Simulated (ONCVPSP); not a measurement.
**Zirconium: generating and testing an ONCV potential**

Task: generate the file, and judge it by its errors in other configurations, its logarithmic derivatives, its ghosts and its cutoff.

Method: ONCVPSP 4.0.1, PBE, fully relativistic.

## (1) The atom and the settings

The settings as typed:

```
element                 : zirconium (Zr, Z = 40)
type                    : optimised norm-conserving Vanderbilt (ONCV)
frozen core             : [Ar] 3d10
valence charge          : 12
reference configuration : 4s2 4p6 4d2 (charge +2)
partial waves           : 4s: rc 1.95 bohr, ncon 4, nbas 7, qcut 6.6 1/bohr, 2 projectors, debl 1 Ha; 4p: rc 1.65 bohr, ncon 4, nbas 9, qcut 7.3 1/bohr, 3 projectors, debl 3.3 Ha; 4d: rc 2.40 bohr, ncon 3, nbas 8, qcut 6.9 1/bohr, 1 projector
local potential         : polynomial inside 1.40 bohr (lpopt 5, dvloc0 6 Ha)
core correction         : Teter function, fcfact 5.5, rcfact 1.3
```

An earlier all-electron run gives the scale for the radii.

All-electron outer shells of the reference configuration (PBE, scalar-relativistic, ld1.x):

| shell | level (eV) | outermost node (bohr) | outermost maximum (bohr) |
| --- | --- | --- | --- |
| 4s | -68.99 | 0.55 | 1.08 |
| 4p | -46.92 | 0.56 | 1.17 |
| 4d | -17.30 | 0.58 | 1.57 |
| 5s | -16.04 | 1.45 | 2.85 |
| 5p | -11.67 | 1.66 | 3.44 |

## (2) The generation run

Zr.dat reads:

```
# ATOM AND REFERENCE CONFIGURATION
# atsym  z   nc   nv     iexc    psfile
  Zr 40.00    6    3        4      upf
#
#   n    l    f
    1    0    2.00
    2    0    2.00
    2    1    6.00
    3    0    2.00
    3    1    6.00
    3    2   10.00
    4    0    2.00
    4    1    6.00
    4    2    2.00
#
# PSEUDOPOTENTIAL AND OPTIMIZATION
# lmax
    2
#
#   l,   rc,      ep,       ncon, nbas, qcut
    0    1.95    0.00    4    7    6.60
    1    1.65    0.00    4    9    7.30
    2    2.40    0.00    3    8    6.90
#
# LOCAL POTENTIAL
# lloc, lpopt,  rc(5),   dvloc0
    4    5    1.40    6.00
#
# VANDERBILT-KLEINMAN-BYLANDER PROJECTORs
# l, nproj, debl
    0    2    1.00
    1    3    3.30
    2    1    3.50
#
# MODEL CORE CHARGE
# icmod, fcfact, rcfact
    3    5.50    1.30
#
# LOG DERIVATIVE ANALYSIS
# epsh1, epsh2, depsh
   -4.00    5.00    0.02
#
# OUTPUT GRID
# rlmax, drl
    6.00    0.01
#
# TEST CONFIGURATIONS
# ncnf
    4
# nvcnf
#   n    l    f
    4
    4    0    2.00
    4    1    6.00
    4    2    2.00
    5    0    2.00
#
    4
    4    0    2.00
    4    1    6.00
    4    2    2.00
    5    0    1.00
#
    3
    4    0    2.00
    4    1    6.00
    4    2    1.00
#
    3
    4    0    2.00
    4    1    6.00
    4    2    0.00
#
```

Started as:

```bash
oncvpspr.x < Zr.dat > Zr.out
```

Before running it: what results should come out? Wanted: cutoffs for 1 and 0.1 mHa per electron, occupied waves; bound ghosts; GHOST(+) flags; largest test error; largest phase difference near zero energy, channels read; rms error of d²Exc/dn², without and with the model core; projector energies reset by the program.

The runs gave:

```
                                                quantity                     value
  cutoffs for 1 and 0.1 mHa per electron, occupied waves           18 Ha and 23 Ha
                                            bound ghosts                none found
                                          GHOST(+) flags        none at low energy
                            largest test error (AE − PS)  +60 meV, for 4s2 4p6 4d0
largest phase difference near zero energy, channels read                 0.005 rad
 rms error of d²Exc/dn², without and with the model core         8.55 and 5.05 mHa
                 projector energies reset by the program       s: -2.534, 0.050 Ha
```

The worst unpolarised test, 4s2 4p6 4d0, is off by 60 meV on 56.8 eV; by total energies transferability rates as fair. That test lies far up in energy; among those under 40 eV, nearer to bonding, the largest error is 8.0 meV. It counts as of middling hardness, with 18 Ha needed at the looser tolerance. At the looser tolerance the 4p wave is the slowest; 4s needs 14 Ha. The program's ghost test flags no bound state. Near zero energy the phases of the channels with partial waves agree within 0.005 rad. These are tests on the free atom; a crystal test is still owed.
